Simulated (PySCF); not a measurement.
# CH7NSSi2: geometry, spin-spin couplings

What spin-spin couplings should CH7NSSi2 (`C=N[SiH2]S[SiH3]`) show?

Computed with PySCF 2.14.0, with density-fitted response routines of our own, on a single molecule in the gas phase. Atoms count from 0, in the outputs and in this text.

### Step 1. The starting structure

12 atoms, charge 0, multiplicity 1; geometry from: GFN2-xTB. The atoms were then displaced at random by about 0.01 Å, so the start is not that level's minimum.

Bonds of the start (Å): C0–N1 1.23, N1–Si2 1.72, Si2–S3 2.19, S3–Si4 2.11, C0–H5 1.10, C0–H6 1.10, Si2–H7 1.43, Si2–H8 1.44, Si4–H9 1.46, Si4–H10 1.47, Si4–H11 1.45.

### Step 2. Optimising the geometry at PBE0-D3(BJ)/def2-SVP

What the job is given:

```
{"job": {"xc": "PBE0", "basis": "def2-SVP", "d3": "d3bj", "grid": 1, "shake": 0.01, "kind": "geom"}, "charge": 0, "multiplicity": 1}
C     -1.817200     1.050030     1.069640
N     -1.066200     0.687250     0.165150
Si    -0.975940    -0.684980    -0.864740
S      0.816040    -1.742490    -0.166440
Si     2.293830    -0.237600    -0.076240
H     -2.749650     0.556480     1.370290
H     -1.610310     1.999490     1.592930
H     -1.970940    -1.705090    -0.849050
H     -0.705340    -0.087730    -2.142870
H      3.486360    -1.007210     0.247120
H      1.956370     0.711350     1.000350
H      2.382650     0.432250    -1.355160
```

Launch:

```
$ OMP_NUM_THREADS=1 python probes_run.py task.json out
```

One launch serves the whole session: the jobs run in the order shown.

What it wrote:

```text
step   0  E = -1073.39811505  max force = 0.041271
step   1  E = -1073.40782070  max force = 0.008464
step   2  E = -1073.40892970  max force = 0.004517
step   3  E = -1073.40941924  max force = 0.003428
step   4  E = -1073.40977284  max force = 0.003793
step   5  E = -1073.40992398  max force = 0.002618
step   6  E = -1073.41004332  max force = 0.001131
step   7  E = -1073.41005674  max force = 0.000267
optimisation converged
```

Run time: 46 s. Hardware: 1 thread of Arm Neoverse V1, shared host; peak memory 0.5 GiB.

Step by step:

```csv
step,energy from step 0 (eV),largest force component (eV/Å)
0,0.0000,2.1222
1,-0.2641,0.4352
2,-0.2943,0.2323
3,-0.3076,0.1763
4,-0.3172,0.1950
5,-0.3213,0.1346
6,-0.3246,0.0582
7,-0.3249,0.0137
```

Distances of close pairs at the start and the end, largest changes first:

```csv
bond,before (Å),after (Å),change (Å)
Si2–H7,1.425,1.497,+0.072
Si2–S3,2.195,2.138,-0.057
Si2–H8,1.437,1.490,+0.053
S3–Si4,2.111,2.161,+0.050
Si4–H11,1.446,1.491,+0.045
Si4–H9,1.456,1.492,+0.036
N1–Si2,1.718,1.752,+0.034
C0–N1,1.230,1.261,+0.031
```

The next job starts from the end point, and lists it.

```csv
at the end point,value
point group (found at 0.08 Å tolerance),C1
"rotational constants (GHz, main isotopes)","3.632, 1.612, 1.250"
dipole moment (D),2.20
```

### Step 3. J couplings: B3LYP/6-31G*

What the job is given:

```
{"job": {"kind": "j", "xc": "B3LYP", "basis": "6-31G*"}, "charge": 0, "multiplicity": 1}
C     -1.556420     0.607896     0.704212
N     -0.694893     0.237790    -0.139581
Si    -0.772704    -1.168583    -1.181544
S      0.922524    -2.376011    -0.691966
Si     2.378836    -0.787877    -0.528023
H     -2.524314     0.091913     0.882207
H     -1.378089     1.501021     1.331468
H     -1.988583    -2.020356    -0.987875
H     -0.705193    -0.665003    -2.581748
H      3.699447    -1.469608    -0.659191
H      2.313220    -0.101332     0.792076
H      2.209694     0.199217    -1.633271
```

Level: B3LYP/6-31G* indirect spin-spin coupling, non-relativistic, gas phase.

What it wrote:

```text
coarse grid: 11360 points
cycle   1  E = -1074.2976677405  dE =  2.261e-01  |g| = 4.374e-01  |ddm| = 3.179e+00
cycle   2  E = -1074.2085758136  dE =  8.909e-02  |g| = 7.518e-01  |ddm| = 1.260e+00
cycle   3  E = -1074.3456290563  dE = -1.371e-01  |g| = 1.185e-01  |ddm| = 7.976e-01
cycle   4  E = -1074.3491021835  dE = -3.473e-03  |g| = 3.253e-02  |ddm| = 1.526e-01
cycle   5  E = -1074.3494254286  dE = -3.232e-04  |g| = 4.194e-03  |ddm| = 4.611e-02
cycle   6  E = -1074.3494312287  dE = -5.800e-06  |g| = 1.558e-03  |ddm| = 8.315e-03
final grid: 95408 points
cycle   7  E = -1074.2733482241  dE = -5.574e-06  |g| = 2.372e-03  |ddm| = 1.108e-02
cycle   8  E = -1074.2733469842  dE =  1.240e-06  |g| = 3.387e-03  |ddm| = 6.613e-03
cycle   9  E = -1074.2733497231  dE = -2.739e-06  |g| = 8.942e-04  |ddm| = 3.847e-03
cycle  10  E = -1074.2733499105  dE = -1.875e-07  |g| = 1.138e-04  |ddm| = 7.490e-04
cycle  11  E = -1074.2733499139  dE = -3.405e-09  |g| = 2.652e-05  |ddm| = 1.496e-04
cycle  12  E = -1074.2733499141  dE = -1.999e-10  |g| = 7.148e-06  |ddm| = 3.899e-05
converged SCF energy = -1074.2733499141

Indirect spin-spin couplings (Hz)
  i      j    bonds     total        FC       PSO       DSO        SD
  0 C    1 N    1    -14.415   -20.058     7.210    -0.061    -1.506
  0 C    2 Si   2      2.947     2.947    -0.009     0.049    -0.039
  0 C    3 S    3      0.098     0.055     0.060    -0.017         -
  0 C    4 Si   4     -0.223    -0.230    -0.027     0.028     0.007
  0 C    5 H    1    166.513   166.261    -0.489     0.741         -
  0 C    6 H    1    179.181   178.958    -0.475     0.699         -
  0 C    7 H    3      2.542     2.699    -0.105    -0.052         -
  0 C    8 H    3      5.503     5.745     0.135    -0.377         -
  0 C    9 H    5     -0.288    -0.110     0.099    -0.277         -
  1 N    2 Si   1      0.094     1.833    -2.157     0.048     0.370
  1 N    3 S    2      0.256     0.105     0.163    -0.001    -0.012
  1 N    4 Si   3      2.164     2.129     0.012     0.019     0.005
  1 N    5 H    2      3.652     2.385     1.193     0.218    -0.145
  1 N    6 H    2     -7.692    -9.018     1.261     0.194    -0.129
  1 N    7 H    2     -0.641    -0.849     0.107     0.112    -0.012
  1 N    8 H    2     -6.469    -6.671     0.154     0.034     0.014
  1 N    9 H    4     -1.202    -1.295    -0.011     0.103     0.001
  1 N   10 H    4     -0.478    -0.371    -0.002    -0.131     0.025
  1 N   11 H    4     -1.123    -1.068     0.083    -0.108    -0.030
  2 Si   3 S    1     15.668    12.854     4.060    -0.020    -1.226
  2 Si   4 Si   2     -1.760    -1.710    -0.001     0.003    -0.052
  2 Si   5 H    3    -13.586   -13.587     0.012     0.005    -0.016
  2 Si   6 H    3    -22.765   -22.823    -0.228     0.330    -0.044
  2 Si   7 H    1   -190.486  -190.659     0.988    -0.362    -0.452
  2 Si   8 H    1   -219.818  -220.083     1.119    -0.365    -0.489
  2 Si   9 H    3     -4.863    -5.095    -0.032     0.265    -0.000
  2 Si  10 H    3      0.424     0.287     0.039     0.073     0.025
  2 Si  11 H    3     -3.002    -3.052     0.111    -0.103     0.043
  3 S    4 Si   1     14.508    13.057     2.945    -0.015    -1.479
  3 S    7 H    2      8.547     8.683    -0.099    -0.037         -
  3 S    8 H    2      2.270     2.343    -0.018    -0.056         -
  3 S    9 H    2      8.285     8.280     0.039    -0.034         -
  3 S   10 H    2      2.051     2.016     0.091    -0.056         -
  3 S   11 H    2      0.697     0.661     0.090    -0.054         -
  4 Si   6 H    5      0.229     0.182    -0.029     0.056     0.019
  4 Si   7 H    3     -4.425    -4.645    -0.064     0.288    -0.004
  4 Si   8 H    3     -1.285    -1.363     0.009     0.025     0.044
  4 Si   9 H    1   -189.894  -190.120     0.912    -0.235    -0.452
  4 Si  10 H    1   -214.879  -215.143     1.011    -0.253    -0.493
  4 Si  11 H    1   -204.981  -205.185     0.937    -0.265    -0.468
  5 H    6 H    2     20.497    21.619     1.777    -2.899         -
  5 H    7 H    4      1.822     1.224    -0.510     1.108         -
  5 H    8 H    4     -2.085    -1.334     0.350    -1.102         -
  5 H    9 H    6     -0.152     0.504     0.346    -1.001         -
  6 H    7 H    4     -0.578     0.044     0.700    -1.321         -
  6 H    8 H    4     -1.013    -0.343     0.641    -1.312         -
  6 H    9 H    6     -0.355     0.209     0.243    -0.807         -
  6 H   10 H    6      0.535     0.206    -0.091     0.420         -
  7 H    8 H    2     19.228    20.736     0.166    -1.674         -
  7 H    9 H    4      1.401     2.429     0.320    -1.349         -
  7 H   10 H    4     -0.826    -0.022     0.285    -1.088         -
  7 H   11 H    4     -1.258    -0.248     0.303    -1.313         -
  8 H    9 H    4     -0.910    -0.189     0.183    -0.904         -
  8 H   10 H    4     -0.808    -0.103     0.232    -0.936         -
  8 H   11 H    4      1.030     0.226    -0.327     1.132         -
  9 H   10 H    2     10.392    11.901     0.234    -1.743         -
  9 H   11 H    2      5.507     7.039     0.223    -1.754         -
 10 H   11 H    2     10.215    11.738     0.192    -1.714         -
```

It took 15 s on 1 thread of Arm Neoverse V1, shared host; peak memory 0.57 GiB.

This basis has no tight s functions, so the Fermi-contact terms are rough.

A choice of the couplings up to four bonds, sorted by the number of bonds, with means over like pairs; isotopes 13C, 1H, 15N, 33S, 29Si:

```csv
pair,bonds,J (Hz),Fermi contact (Hz),dihedral (°)
Si2–H7,1,-205.2,-205.4,–
Si4–H9,1,-203.3,-203.5,–
C0–H6,1,179.2,179.0,–
C0–H5,1,166.5,166.3,–
Si2–S3,1,15.7,12.9,–
S3–Si4,1,14.5,13.1,–
C0–N1,1,-14.4,-20.1,–
H5–H6,2,20.5,21.6,–
H7–H8,2,19.2,20.7,–
H9–H10,2,8.7,10.2,–
N1–H6,2,-7.7,-9.0,–
S3–H7,2,5.4,5.5,–
S3–H9,2,3.7,3.7,–
N1–H5,2,3.7,2.4,–
N1–H7,2,-3.6,-3.8,–
C0–Si2,2,2.9,2.9,–
Si2–H6,3,-22.8,-22.8,178
Si2–H5,3,-13.6,-13.6,-2
C0–H7,3,4.0,4.2,–
Si4–H7,3,-2.9,-3.0,–
Si2–H9,3,-2.5,-2.6,–
N1–Si4,3,2.2,2.1,-42
```

Means hide unlike values in this fixed geometry: H9–H10 from 5.5 to 10.4 Hz; S3–H7 from 2.3 to 8.5 Hz; S3–H9 from 0.7 to 8.3 Hz. They hold only if the pairs exchange fast.

The spin-dipole term was solved for some atoms only; pairs without it lack that part.

The response was solved for the nuclei of C, H, N, Si alone, so couplings that need other nuclei can be missing.

Quadrupole couplings from the field gradients of the same density:

```csv
atom,isotope,eQq/h (MHz),η
S3,33S,24.9,0.60
N1,14N,-4.365,0.70
```

### Step 4. Outcome

| quantity | value |
| --- | --- |
| point group | C1 |
| rotational constants (main isotopes) | 3.63, 1.61, 1.25 GHz |
| largest coupling of the table (B3LYP/6-31G*) | ¹J(Si,H) Si2–H7, -205.2 Hz (mean over like pairs) |

In words: The start of the PBE0/def2-SVP relaxation was shaken at random by about 0.01 Å, so part of the energy gained, and of the first lengths quoted, undoes that. Over 7 steps the energy fell by 0.325 eV; of the close pairs, Si2–H7 changed most, 1.425 to 1.497 Å. In the run at B3LYP/6-31G*, the largest coupling of the table is Si2–H7 (mean over like pairs), -205.2 Hz, of which the Fermi-contact term gives -205.4 Hz. Couplings across rotatable bonds belong to this one conformer; where others are populated, the observed values are averages. Couplings from bases without tight functions are rough.
